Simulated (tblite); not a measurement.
# C4H8Cl2OSi: the cost of one run

Programs: tblite 0.8.0 and PySCF 2.14.0, with density-fitted response routines of our own. Each step states its level of theory. These are calculated values for one molecule in the gas phase, unless marked as measured. Atoms count from 0, in the outputs and in this text.

## Step 1: The starting structure

16 atoms, charge 0, multiplicity 1; geometry from: force field or distance geometry start.

Bonds of the start (Å): C0–C1 1.32, C1–O2 1.38, O2–Si3 1.73, Si3–C4 1.85, C4–Cl5 1.79, Si3–C6 1.89, C6–Cl7 1.76, C0–H8 1.09, C0–H9 1.07, C1–H10 1.09, Si3–H11 1.47, C4–H12 1.10, C4–H13 1.10, C6–H14 1.10, C6–H15 1.10.

## Step 2: Relaxing the molecule with GFN2-xTB

The job: settings as JSON, then the geometry in Å.

```
{"job": {"kind": "relax", "xc": "GFN2-xTB", "basis": "xTB"}, "charge": 0, "multiplicity": 1}
C      2.854600    -0.419400    -0.148600
C      2.039200     0.579000    -0.431500
O      0.715600     0.408200    -0.767100
Si    -0.449200     0.287000     0.505700
C     -1.950800     1.334400     0.256700
Cl    -3.236800     0.402900    -0.570200
C     -1.084100    -1.491500     0.403700
Cl    -1.928700    -1.830200     1.904400
H      2.560200    -1.464000    -0.162100
H      3.868100    -0.197000     0.118600
H      2.402300     1.609100    -0.388600
H      0.224100     0.544500     1.789200
H     -1.736200     2.294300    -0.246200
H     -2.378300     1.577600     1.238500
H     -0.179700    -2.105500     0.246600
H     -1.727800    -1.520500    -0.493300
```

Run with:

```
> OMP_NUM_THREADS=1 python probes_run.py task.json out
```

The driver reads the jobs from task.json and runs them one after another.

**Question.** How long does this first job take on 1 thread of Arm Neoverse N1, shared host, and how much memory does it need?

About 2.4 s, with a peak of 0.18 GiB.
